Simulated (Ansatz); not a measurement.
# Si32H15C3ClO: the cost of one run

Method: DFT PBE+D3(BJ), scalar-relativistic, plane waves, PAW, in Ansatz 0.2.0.

### Step 1. The starting structure

The structure is monoclinic, space group Pm (No. 6). Conventional cell: a = 7.681 Å, b = 7.681 Å, c = 27.648 Å, α = 90.00°, β = 90.00°, γ = 90.00°. Around Si (site symmetry m) lie 1 O at 1.66 Å. Si (site symmetry m) is surrounded by 1 H at 1.49 Å. Si (site symmetry m) is surrounded by 3 Si at 2.21 to 2.43 Å. Si (site symmetry m) is surrounded by 3 Si at 2.43 to 2.56 Å. Si (site symmetry 1) is surrounded by 4 Si at 2.21 to 2.37 Å. Si (site symmetry 1) is surrounded by 4 Si at 2.35 to 2.56 Å. Si (site symmetry 1) has 4 Si at 2.35 Å as nearest neighbours. Only part of the 41 independent sites is listed.

Coordinates:

```
CELL_PARAMETERS angstrom
7.68059 0.00000 0.00000
0.00000 7.68059 0.00000
0.00000 0.00000 27.64765
ATOMIC_POSITIONS crystal
Si 0.00000 0.09897 0.67954
Si 0.00000 0.40103 0.67954
Si 0.50000 0.09897 0.66652
Si 0.50000 0.40103 0.69256
Si 0.25000 0.00000 0.63766
Si 0.25000 0.50000 0.63766
Si 0.75000 0.00000 0.63766
Si 0.75000 0.50000 0.63766
Si 0.25000 0.25000 0.58855
Si 0.25000 0.75000 0.58855
Si 0.75000 0.25000 0.58855
Si 0.75000 0.75000 0.58855
Si 0.00000 0.25000 0.53945
Si 0.00000 0.75000 0.53945
Si 0.50000 0.25000 0.53945
Si 0.50000 0.75000 0.53945
Si 0.00000 0.00000 0.49034
Si 0.00000 0.50000 0.49034
Si 0.50000 0.00000 0.49034
Si 0.50000 0.50000 0.49034
Si 0.25000 0.00000 0.44123
Si 0.25000 0.50000 0.44123
Si 0.75000 0.00000 0.44123
Si 0.75000 0.50000 0.44123
Si 0.25000 0.25000 0.39212
Si 0.25000 0.75000 0.39212
Si 0.75000 0.25000 0.39212
Si 0.75000 0.75000 0.39212
Si 0.00000 0.25000 0.34301
Si 0.00000 0.75000 0.34301
Si 0.50000 0.25000 0.34301
Si 0.50000 0.75000 0.34301
H 0.00000 0.39569 0.30744
H 0.00000 0.10431 0.30744
H 0.00000 0.89569 0.30744
H 0.00000 0.60431 0.30744
H 0.50000 0.39569 0.30744
H 0.50000 0.10431 0.30744
H 0.50000 0.89569 0.30744
H 0.50000 0.60431 0.30744
O 0.00000 0.02355 0.73581
C 0.00000 0.87662 0.76769
H 0.88543 0.80023 0.76249
H 0.11457 0.80023 0.76249
C 0.00000 0.93801 0.82036
H 0.88543 0.01625 0.82729
H 0.11457 0.01625 0.82729
C 0.00000 0.78134 0.85433
H 0.88282 0.70495 0.84913
H 0.11718 0.70495 0.84913
Cl 0.00000 0.85195 0.91566
H 0.00000 0.46872 0.73004
```

### Step 2. Relaxing the atoms: Si32H15C3ClO slab, no spin

The input, input.yaml:

```yaml
crystal:
  lattice:
    - [7.6805938572, 0.0, 0.0]
    - [0.0, 7.6805938572, 0.0]
    - [0.0, 0.0, 27.64765]
  atoms:
    - { symbol: Si, position: [0.0, 0.0989700118, 0.6795387673] }
    - { symbol: Si, position: [0.0, 0.4010299882, 0.6795387673] }
    - { symbol: Si, position: [0.5, 0.0989700118, 0.6665177691] }
    - { symbol: Si, position: [0.5, 0.4010299882, 0.6925597655] }
    - { symbol: Si, position: [0.25, 0.0, 0.6376635989] }
    - { symbol: Si, position: [0.25, 0.5, 0.6376635989] }
    - { symbol: Si, position: [0.75, 0.0, 0.6376635989] }
    - { symbol: Si, position: [0.75, 0.5, 0.6376635989] }
    - { symbol: Si, position: [0.25, 0.25, 0.5885545426] }
    - { symbol: Si, position: [0.25, 0.75, 0.5885545426] }
    - { symbol: Si, position: [0.75, 0.25, 0.5885545426] }
    - { symbol: Si, position: [0.75, 0.75, 0.5885545426] }
    - { symbol: Si, position: [0.0, 0.25, 0.5394454863] }
    - { symbol: Si, position: [0.0, 0.75, 0.5394454863] }
    - { symbol: Si, position: [0.5, 0.25, 0.5394454863] }
    - { symbol: Si, position: [0.5, 0.75, 0.5394454863] }
    - { symbol: Si, position: [0.0, 0.0, 0.49033643] }
    - { symbol: Si, position: [0.0, 0.5, 0.49033643] }
    - { symbol: Si, position: [0.5, 0.0, 0.49033643] }
    - { symbol: Si, position: [0.5, 0.5, 0.49033643] }
    - { symbol: Si, position: [0.25, 0.0, 0.4412273738] }
    - { symbol: Si, position: [0.25, 0.5, 0.4412273738] }
    - { symbol: Si, position: [0.75, 0.0, 0.4412273738] }
    - { symbol: Si, position: [0.75, 0.5, 0.4412273738] }
    - { symbol: Si, position: [0.25, 0.25, 0.3921183175] }
    - { symbol: Si, position: [0.25, 0.75, 0.3921183175] }
    - { symbol: Si, position: [0.75, 0.25, 0.3921183175] }
    - { symbol: Si, position: [0.75, 0.75, 0.3921183175] }
    - { symbol: Si, position: [0.0, 0.25, 0.3430092612] }
    - { symbol: Si, position: [0.0, 0.75, 0.3430092612] }
    - { symbol: Si, position: [0.5, 0.25, 0.3430092612] }
    - { symbol: Si, position: [0.5, 0.75, 0.3430092612] }
    - { symbol: H, position: [0.0, 0.3956905574, 0.3074402345] }
    - { symbol: H, position: [0.0, 0.1043094426, 0.3074402345] }
    - { symbol: H, position: [0.0, 0.8956905574, 0.3074402345] }
    - { symbol: H, position: [0.0, 0.6043094426, 0.3074402345] }
    - { symbol: H, position: [0.5, 0.3956905574, 0.3074402345] }
    - { symbol: H, position: [0.5, 0.1043094426, 0.3074402345] }
    - { symbol: H, position: [0.5, 0.8956905574, 0.3074402345] }
    - { symbol: H, position: [0.5, 0.6043094426, 0.3074402345] }
    - { symbol: O, position: [0.0, 0.023554487, 0.7358062057] }
    - { symbol: C, position: [0.0, -0.1233824734, 0.7676937318] }
    - { symbol: H, position: [-0.1145744738, -0.1997715205, 0.762493934] }
    - { symbol: H, position: [0.1145744738, -0.1997715205, 0.762493934] }
    - { symbol: C, position: [0.0, -0.0619856693, 0.8203588137] }
    - { symbol: H, position: [-0.1145744738, 0.0162465799, 0.8272930796] }
    - { symbol: H, position: [0.1145744738, 0.0162465799, 0.8272930796] }
    - { symbol: C, position: [0.0, -0.2186578524, 0.8543269802] }
    - { symbol: H, position: [-0.1171784392, -0.2950468994, 0.8491271823] }
    - { symbol: H, position: [0.1171784392, -0.2950468994, 0.8491271823] }
    - { symbol: Cl, position: [0.0, -0.1480450375, 0.9156644019] }
    - { symbol: H, position: [0.0, 0.4687222364, 0.7300438777] }
scf:
  occupations: { method: gaussian, width: 0.03 }
output:
  forces: true
  write_density: true
  write_potential: true
  elf: true
  volumetric_format: npy
hamiltonian:
  xc: pbe
  dispersion: d3bj
efield:
  axis: 3
  dipole_correction: true
kpoints:
  mp_grid: { grid: [4, 4, 1] }
relax:
  f_tol: 0.008
  constraints: [{ sites: [24, 25, 26, 27, 28, 29, 30, 31] }]
```

Started as:

```
$ ansatz run input.yaml --threads 16 --pin off --max-ram 40960MiB --backend cpu --events-out ev --progress --plain --runs-dir out
```

Q: Estimate wall time and peak memory on 16 threads of Intel Xeon 6975P-C (Granite Rapids), shared host.

About 1.9 min, with a peak of 8.6 GiB.
